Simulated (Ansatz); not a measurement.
This was printed by a script on the Python package of Ansatz (0.2.0), for a projected density of states of Ta, space group P6_322. What did the script look like? Use: PBEsol, PAW, cutoff 450 eV, 5×5×3 k-points, cold smearing of 0.1 eV.

Input file `ta.cif`:
```cif
data_Ta
_cell_length_a 4.983488
_cell_length_b 4.983488
_cell_length_c 8.202747
_cell_angle_alpha 90.00000
_cell_angle_beta 90.00000
_cell_angle_gamma 120.00000
_symmetry_space_group_name_H-M 'P 1'
_symmetry_Int_Tables_number 1
loop_
_symmetry_equiv_pos_as_xyz
'x, y, z'
loop_
_atom_site_label
_atom_site_type_symbol
_atom_site_fract_x
_atom_site_fract_y
_atom_site_fract_z
Ta1 Ta    0.000000    0.320819    0.000000
Ta2 Ta    0.320819    0.000000    0.000000
Ta3 Ta    0.679181    0.679181    0.000000
Ta4 Ta    0.000000    0.679181    0.500000
Ta5 Ta    0.679181    0.000000    0.500000
Ta6 Ta    0.320819    0.320819    0.500000
Ta7 Ta    0.666667    0.333333    0.750000
Ta8 Ta    0.333333    0.666667    0.250000
```

```console
$ python pdos_ta.py
density residual by iteration (eV): 1.3e-01 4.8e-02 1.2e-03 1.1e-04 7.7e-06 1.8e-07 9.7e-09
Ta 5S    peak   0.113 states/eV at  -4.68 eV
Ta 6S    peak   2.979 states/eV at  -3.73 eV
Ta 5P    peak   0.262 states/eV at  -2.63 eV
Ta 5D    peak  20.891 states/eV at  -2.63 eV
```

The script that was run (others could print the same):

`pdos_ta.py`
```python
# -*- coding: utf-8 -*-
"""Which atoms and shells make the states of Ta."""

import warnings

import ansatz as az
from ase.io import read
import matplotlib.pyplot as plt
import numpy as np

warnings.simplefilter("ignore", az.DeckWarning)

atoms = read("ta.cif")
crystal = az.Crystal.from_ase(atoms)

calculation = (
    crystal.calculation()
    .functional("pbesol")
    .basis(450)
    .kpoints(5, 5, 3)
    .occupations("Marzari-Vanderbilt", width=0.1)
    .scf(extra_bands=22)
    .density_of_states(projected=True, energy_step=0.05)
)
history = []
res = calculation.session().plan().execute(on_event=lambda event: history.append(event["data"]["dr2_ev"]) if event["event"] == "scf_iter" else None)
data = res.report
print("density residual by iteration (eV):", " ".join(f"{value:.1e}" for value in history[:40]))

dos = res.density_of_states()
energy = np.asarray(dos.energies_ev) - dos.fermi_ev
curves = {}
for site in res.projected_density_of_states().sites:
    for shell in site.shells:
        weight = sum(np.sum(curve.g_bin_mean_per_ev, axis=0) for curve in shell.curves)
        name = f"{site.species} {shell.label}"
        curves[name] = curves.get(name, 0) + weight

window = (energy > -10) & (energy < 6)
fig, ax = plt.subplots(figsize=(5.5, 3.5))
for name, g in curves.items():
    if g[window].max() > 0.05:
        ax.plot(energy[window], g[window], label=name, lw=1)
        print(f"{name:8s} peak {g[window].max():7.3f} states/eV at {energy[window][g[window].argmax()]:6.2f} eV")
ax.set(xlabel="E - E_F (eV)", ylabel="states/eV")
ax.legend(fontsize=7)
fig.tight_layout()
fig.savefig("pdos.png", dpi=100)
```

What to keep in mind:
- The run is spin-unpolarised.
- The mesh is modest for a metal, so energies can be off by several to tens of meV an atom and pressures by half a GPa or more; differences at equal mesh fare better.
- Peaks are the largest values inside the energy window taken; deeper bands lie outside it.
- Spin-orbit coupling, which matters for elements this heavy, is left out.
- This isn't the structure that Ta takes at ambient conditions.
- Curves are summed over the cell's atoms. Only shells that the potentials hold have channels, so projections don't add up to the total, least of all where a shell is missing (p of most metals); heights and places of peaks move with the mesh.
- The computed bands are complete only to about 4.5 eV above the Fermi level; beyond that the density of states is undercounted.
- By the engine's processor time: 8.8 s on 1 thread of Intel(R) Xeon(R) Processor @ 2.30GHz, on a shared host, peak memory 0.69 GiB.
